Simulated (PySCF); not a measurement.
# CeH6NO3 (Ce(OH)3(NH3)+): the cost of one run

Computed with PySCF 2.14.0. Level: PBE0, Ce lcecp-2-SVP with ECP46, O def2-SVP, H def2-SVP, N def2-SVP; scalar-relativistic core potentials, no spin–orbit coupling.

1 further run of the same task is left out (for a known fault of the program).

## Step 1: The starting structure

11 atoms, charge 1, spin multiplicity 1.

Bond lengths: Ce1–O2 2.119 Å, Ce1–O4 2.119 Å, Ce1–O6 2.119 Å, Ce1–N8 2.467 Å, O2–H3 0.966 Å, O4–H5 0.966 Å, O6–H7 0.966 Å, N8–H9 1.020 Å, N8–H10 1.020 Å, N8–H11 1.020 Å. Angles: O2–Ce1–O4 109.5°, O2–Ce1–O6 109.5°, O2–Ce1–N8 109.5°, O4–Ce1–O6 109.5°, O4–Ce1–N8 109.5°, O6–Ce1–N8 109.5°, Ce1–O2–H3 158.7°, Ce1–O4–H5 158.7°, Ce1–O6–H7 158.7°, Ce1–N8–H9 113.0°, Ce1–N8–H10 113.0°, Ce1–N8–H11 113.0°, H9–N8–H10 105.8°, H9–N8–H11 105.8°, H10–N8–H11 105.8°.

As a file:

```xyz
11
charge 1, multiplicity 1
Ce    0.0000    0.0000    0.0000
O     1.2232    1.2232    1.2232
H     1.7428    1.4953    1.9903
O    -1.2232   -1.2232    1.2232
H    -1.7428   -1.4953    1.9903
O     1.2232   -1.2232   -1.2232
H     1.7428   -1.9903   -1.4953
N    -1.4246    1.4246   -1.4246
H    -2.0378    2.0378   -0.8875
H    -0.8875    2.0378   -2.0378
H    -2.0378    0.8875   -2.0378
```

Formal oxidation states: Ce +4. The 4f shell is empty and lies in the core potential.

## Step 2: SCF at the start, singlet

run.py (the lines that set the calculation)

```python
mol = gto.M(atom='''
Ce     0.00000     0.00000     0.00000
O      1.22320     1.22320     1.22320
H      1.74280     1.49530     1.99030
O     -1.22320    -1.22320     1.22320
H     -1.74280    -1.49530     1.99030
O      1.22320    -1.22320    -1.22320
H      1.74280    -1.99030    -1.49530
N     -1.42460     1.42460    -1.42460
H     -2.03780     2.03780    -0.88750
H     -0.88750     2.03780    -2.03780
H     -2.03780     0.88750    -2.03780''',
    basis={'Ce': 'lcecp-2-SVP', 'O': 'def2-SVP', 'H': 'def2-SVP', 'N': 'def2-SVP'},
    ecp={'Ce': 'lcecp-2-SVP'},
    charge=1, spin=0)
mf = dft.RKS(mol, xc='PBE0')
mf.grids.atom_grid = (50, 194)  # f atoms: unpruned, at least (60, 302)
mf = mf.density_fit()  # fitting sets: Ce AutoAux, O def2-universal-JKFIT, H def2-universal-JKFIT, N def2-universal-JKFIT
mf.conv_tol = 1e-08; mf.max_cycle = 55
mf.kernel(dm0)  # dm0: free metal ions and neutral atoms
```

Run with:

```bash
> OMP_NUM_THREADS=2 python run.py
```

**Question.** How long does this run take on 2 threads of Arm Neoverse V2, shared host, and how much memory does it need?

About 3.5 s, with a peak of 0.72 GiB.
